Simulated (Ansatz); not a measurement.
This script drives Ansatz 0.2.0 through its Python package.

The script, `opt_ch3bclfosi.py`:
```python
# -*- coding: utf-8 -*-
"""Minimum-energy structure of CH3BClFOSi."""

import logging
import sys
import warnings

import ansatz as az
import numpy as np

logging.basicConfig(stream=sys.stdout, format="[%(levelname)s] %(message)s")
log = logging.getLogger("ansatz_job")
log.setLevel(logging.INFO)

BASIS = "def2-SVP"
FUNCTIONAL = "pbe"


def main():
    warnings.simplefilter("ignore", az.DeckWarning)

    geometry_ang = [
        ("F", [1.1673, -2.4884, 0.6289]),
        ("B", [1.2829, -1.2156, -0.1207]),
        ("O", [1.6345, 0.2406, -0.1261]),
        ("C", [0.541, -0.0012, -0.7179]),
        ("Si", [-0.9657, 0.5395, 0.3254]),
        ("Cl", [-1.2851, 2.6112, 0.0509]),
        ("H", [0.5243, 0.1336, -1.8098]),
        ("H", [-2.1371, -0.1783, -0.0532]),
        ("H", [-0.6735, 0.3123, 1.8053]),
    ]
    geometry = az.Crystal.molecule()
    for symbol, xyz in geometry_ang:
        geometry = geometry.atom(symbol, xyz)

    base = (
        geometry.calculation()
        .basis(gaussian=BASIS)
        .functional(FUNCTIONAL)
    )
    symbols = [site.symbol for site in geometry.cartesian_sites]
    start = np.array([site.position_ang for site in geometry.cartesian_sites], dtype=float)
    def progress(event):
        if event["event"] == "relax_step":
            row = event["data"]
            log.info(f"step {row['step']:3d}  E = {row['lagrangian_ev']:.6f} eV  max force {row['allowed_force_max_ev_ang']:.4f} eV/A")


    report = base.relax(force_tolerance=0.02).session().plan().execute(on_event=progress).report
    end = np.array(report["positions_ang"])

    log.info(f"E = {report['free_energy_ev']:.6f} eV = {report['free_energy_ev'] / 27.211386246:.7f} Ha")
    print("converged:", report["converged"], " doubts:", report["published_state_doubts"] or "none")

    log.info("bond        before    after (A)")
    for i, j in [(0, 1), (1, 2), (1, 3), (2, 3), (3, 4), (3, 6), (4, 5), (4, 7), (4, 8)]:
        d0, d1 = (np.linalg.norm(xyz[i] - xyz[j]) for xyz in (start, end))
        print(f"{symbols[i]}{i}-{symbols[j]}{j}".ljust(10), f"{d0:8.4f} {d1:8.4f}")

    charges = report["charge_distribution"]
    dipole = np.array(charges["dipole_moment_e_ang"]) * 4.803205
    log.info("dipole (D): {:.3f} {:.3f} {:.3f}, length {:.3f}".format(*dipole, np.linalg.norm(dipole)))
    log.info("atom  Mulliken   Lowdin")
    for symbol, m, l in zip(symbols, charges["mulliken_charges_e"], charges["lowdin_charges_e"]):
        log.info(f"{symbol:4s} {m:9.3f} {l:8.3f}")
    with open("ch3bclfosi_opt.xyz", "w") as handle:
        handle.write(f"{len(symbols)}\nrelaxed CH3BClFOSi\n")
        handle.writelines(f"{s:2s} {x:11.6f} {y:11.6f} {z:11.6f}\n" for s, (x, y, z) in zip(symbols, end))


if __name__ == "__main__":
    main()
```

It is started by `python opt_ch3bclfosi.py`. Estimate its wall time and peak memory on 1 thread of Arm Neoverse V1, with other jobs on the host.

It took about 49 s, with a peak of 0.29 GiB, for 1 run of the engine.

`python opt_ch3bclfosi.py` gives:
```text
[INFO] step   1  E = -26898.518053 eV  max force 9.3113 eV/A
[INFO] step   2  E = -26900.327541 eV  max force 3.6617 eV/A
[INFO] step   3  E = -26900.937917 eV  max force 1.8280 eV/A
[INFO] step   4  E = -26901.052001 eV  max force 0.8147 eV/A
[INFO] step   5  E = -26901.088272 eV  max force 0.5187 eV/A
[INFO] step   6  E = -26901.111810 eV  max force 0.1833 eV/A
[INFO] step   7  E = -26901.114067 eV  max force 0.0812 eV/A
[INFO] step   8  E = -26901.114702 eV  max force 0.0294 eV/A
[INFO] step   9  E = -26901.114846 eV  max force 0.0085 eV/A
[INFO] E = -26901.114881 eV = -988.5977376 Ha
converged: True  doubts: none
[INFO] bond        before    after (A)
F0-B1        1.4816   1.3172
B1-O2        1.4981   1.3326
B1-C3        1.5433   1.5254
O2-C3        1.2667   1.5835
C3-Si4       1.9108   1.8787
C3-H6        1.1003   1.1080
Si4-Cl5      2.1141   2.0838
Si4-H7       1.4250   1.5016
Si4-H8       1.5255   1.4987
[INFO] dipole (D): -0.786 -1.323 -0.615, length 1.657
[INFO] atom  Mulliken   Lowdin
[INFO] F       -0.032    0.331
[INFO] B        0.028   -0.716
[INFO] O       -0.126    0.270
[INFO] C       -0.107   -0.046
[INFO] Si       0.471    0.197
[INFO] Cl      -0.226    0.066
[INFO] H        0.090    0.033
[INFO] H       -0.048   -0.071
[INFO] H       -0.049   -0.065
```

It writes `ch3bclfosi_opt.xyz`:
```text
9
relaxed CH3BClFOSi
F     1.677151   -2.422641    0.311178
B     1.299646   -1.206295   -0.024944
O     1.782601    0.034318    0.034826
C     0.353865   -0.166601   -0.617637
Si   -1.059460    0.624348    0.334379
Cl   -1.166726    2.677255   -0.006504
H     0.394489    0.020856   -1.708939
H    -2.342074    0.003510   -0.139237
H    -0.850892    0.388952    1.799678
```

What to keep in mind:
- Total energies depend on the basis set; only differences at equal settings carry meaning.
- The end point is the stationary point reached from this start; no frequency run checks that it is a minimum, and the basis set is modest.
- The Löwdin charges here are taken after orthogonalising the functions within each atom; they differ from plain Löwdin charges, and their signs can be unphysical.

(A comment or docstring line of the script was reworded after the run, the code is as it ran; lines on the test bed's own set-up are left out of the output.)
